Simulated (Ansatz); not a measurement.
# FH3SSi2, SMILES F[SiH]1[SiH2]S1: a ladder of methods at one geometry

Computed with Ansatz 0.2.0, Python API.

Notebook, run cell by cell (the value of a cell's last expression is shown):

In [1]:
```python
import ansatz as az
from ase import Atoms
```

In [2]:
```python
atoms = Atoms(["F", "Si", "Si", "S", "H", "H", "H"], positions=[
    [-2.2555, 0.1916, 0.3379],
    [-0.9353, 0.4187, -0.4656],
    [0.9274, -0.065, 0.5836],
    [0.0896, -1.4748, -0.7128],
    [-1.017, 1.1097, -1.7944],
    [0.9547, -0.5861, 1.9849],
    [2.2973, 0.3379, 0.0206],
])
geometry = az.Crystal.molecule_from_ase(atoms)
```

In [3]:
```python
calc = (
    geometry.calculation()
    .basis(gaussian="def2-SVP")
    .scf(lower_state_search="light")
)

methods = ["mp2", "ccsd", "ccsd_t"]
reports = [calc.correlation(m).run().report for m in methods]
print(f"Hartree-Fock reference {reports[0]['reference_energy_ev'] / 27.211386246:.6f} Ha")
best = reports[-1]["free_energy_ev"] - reports[-1]["reference_energy_ev"]
for method, each in zip(methods, reports):
    gained = each["free_energy_ev"] - each["reference_energy_ev"]
    print(f"{method:8s} total {each['free_energy_ev'] / 27.211386246:.6f} Ha  correlation {gained:9.4f} eV  ({100 * gained / best:.1f} % of the last)")
```
```text
Hartree-Fock reference -1076.250378 Ha
mp2      total -1076.748961 Ha  correlation  -13.5671 eV  (90.0 % of the last)
ccsd     total -1076.789649 Ha  correlation  -14.6743 eV  (97.3 % of the last)
ccsd_t   total -1076.804650 Ha  correlation  -15.0825 eV  (100.0 % of the last)
```

The settings weren't tested for convergence. The geometry is a force-field or estimated start, not a minimum of this method, and the basis set is short of its limit. A lower total doesn't mark the better method: functionals have no common bound, and MP2 and coupled cluster aren't variational. Inner cores stay frozen, so this is valence correlation. Finished in 8.1 s on 1 thread of Arm Neoverse V1, on a shared host, peak memory 0.29 GiB.
